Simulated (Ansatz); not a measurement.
# W3N4: the cost of one run

Program: Ansatz 0.2.0. Level of theory: DFT r²SCAN+U (U_eff = 1 eV on W d), plane waves, PAW, no spin–orbit coupling unless a run says so. These are calculated values, not measurements.

## 1. The system as given

It takes space group Pm-3m (No. 221, cubic). The conventional cell has a = 4.122 Å, b = 4.122 Å, c = 4.122 Å, α = 90.00°, β = 90.00°, γ = 90.00°. W (site symmetry 4/mmm) has 6 N at 2.06 Å in its first shell of neighbours. N (site symmetry m-3m) is surrounded by 6 W at 2.06 Å. N (site symmetry 4/mmm) has 4 W at 2.06 Å in its first shell of neighbours.

Coordinates:

```
CELL_PARAMETERS angstrom
4.12200 0.00000 0.00000
0.00000 4.12200 0.00000
0.00000 0.00000 4.12200
ATOMIC_POSITIONS crystal
W 0.50000 0.50000 0.00000
W 0.00000 0.50000 0.50000
W 0.50000 0.00000 0.50000
N 0.50000 0.50000 0.50000
N 0.50000 0.00000 0.00000
N 0.00000 0.50000 0.00000
N 0.00000 0.00000 0.50000
```

Magnetic order typed: ferromagnetic.

An earlier series on this cell reached its lowest free state from «random orbitals: fully mixed, first filling», perhaps among other starts (it ended with site moments under 0.05 μB).

## 2. Random orbitals: single harmonics, second filling

File input.yaml:

```yaml
crystal:
  lattice:
    - [4.12199953, 0.0, 0.0]
    - [0.0, 4.12199953, 0.0]
    - [0.0, 0.0, 4.12199953]
  atoms:
    - { symbol: W, position: [0.5, 0.5, 0.0], spin: 0.3 }
    - { symbol: W, position: [0.0, 0.5, 0.5], spin: 0.3 }
    - { symbol: W, position: [0.5, 0.0, 0.5], spin: 0.3 }
    - { symbol: "N", position: [0.5, 0.5, 0.5] }
    - { symbol: "N", position: [0.5, 0.0, 0.0] }
    - { symbol: "N", position: [0.0, 0.5, 0.0] }
    - { symbol: "N", position: [0.0, 0.0, 0.5] }
basis:
  ecutwfc: 500
  ecutrho_ratio: 4
kpoints:
  mp_grid: { grid: [5, 5, 5] }
hamiltonian:
  xc: r2scan
  hubbard:
    sites:
      - { site: 0, l: d, u_eff: 1.0, starting_ns: [{ spin: up, occupation_matrix: s0up }, { spin: down, occupation_matrix: s0down }] }
      - { site: 1, l: d, u_eff: 1.0, starting_ns: [{ spin: up, occupation_matrix: s1up }, { spin: down, occupation_matrix: s1down }] }
      - { site: 2, l: d, u_eff: 1.0, starting_ns: [{ spin: up, occupation_matrix: s2up }, { spin: down, occupation_matrix: s2down }] }
    occupation_matrices:
      s0up:
        matrix:
          - [0.02, 0.0, 0.0, 0.0, 0.0]
          - [0.0, 0.02, 0.0, 0.0, 0.0]
          - [0.0, 0.0, 0.97, 0.0, 0.0]
          - [0.0, 0.0, 0.0, 0.02, 0.0]
          - [0.0, 0.0, 0.0, 0.0, 0.02]
      s0down:
        matrix:
          - [0.02, 0.0, 0.0, 0.0, 0.0]
          - [0.0, 0.97, 0.0, 0.0, 0.0]
          - [0.0, 0.0, 0.02, 0.0, 0.0]
          - [0.0, 0.0, 0.0, 0.02, 0.0]
          - [0.0, 0.0, 0.0, 0.0, 0.02]
      s1up:
        matrix:
          - [0.97, 0.0, 0.0, 0.0, 0.0]
          - [0.0, 0.02, 0.0, 0.0, 0.0]
          - [0.0, 0.0, 0.02, 0.0, 0.0]
          - [0.0, 0.0, 0.0, 0.02, 0.0]
          - [0.0, 0.0, 0.0, 0.0, 0.02]
      s1down:
        matrix:
          - [0.97, 0.0, 0.0, 0.0, 0.0]
          - [0.0, 0.02, 0.0, 0.0, 0.0]
          - [0.0, 0.0, 0.02, 0.0, 0.0]
          - [0.0, 0.0, 0.0, 0.02, 0.0]
          - [0.0, 0.0, 0.0, 0.0, 0.02]
      s2up:
        matrix:
          - [0.97, 0.0, 0.0, 0.0, 0.0]
          - [0.0, 0.02, 0.0, 0.0, 0.0]
          - [0.0, 0.0, 0.02, 0.0, 0.0]
          - [0.0, 0.0, 0.0, 0.02, 0.0]
          - [0.0, 0.0, 0.0, 0.0, 0.02]
      s2down:
        matrix:
          - [0.97, 0.0, 0.0, 0.0, 0.0]
          - [0.0, 0.02, 0.0, 0.0, 0.0]
          - [0.0, 0.0, 0.02, 0.0, 0.0]
          - [0.0, 0.0, 0.0, 0.02, 0.0]
          - [0.0, 0.0, 0.0, 0.0, 0.02]
    ns_hold: { iters: 5 }
scf:
  occupations: { method: gaussian, width: 0.05 }
  lower_state_search: "off"
  max_iter: 150
output:
  forces: true
  stress: true
  eigenvalues: true
  populations: true
  hubbard: { sites: [{ site: 0, l: d }, { site: 1, l: d }, { site: 2, l: d }] }
magnetization:
  spin_polarized: true
```

The typed matrices put 0.97 on the chosen orbitals and 0.02 on the others, and are held for 5 cycles.

Launch:

```console
ansatz run input.yaml --threads 8 --pin off --max-ram 12288MiB --backend cpu --events-out ev --progress --plain --runs-dir out
```

**Question.** How long does this run take on 8 threads of Arm Neoverse V2, shared host, and how much memory does it need?

About 10 s, with a peak of 0.74 GiB.
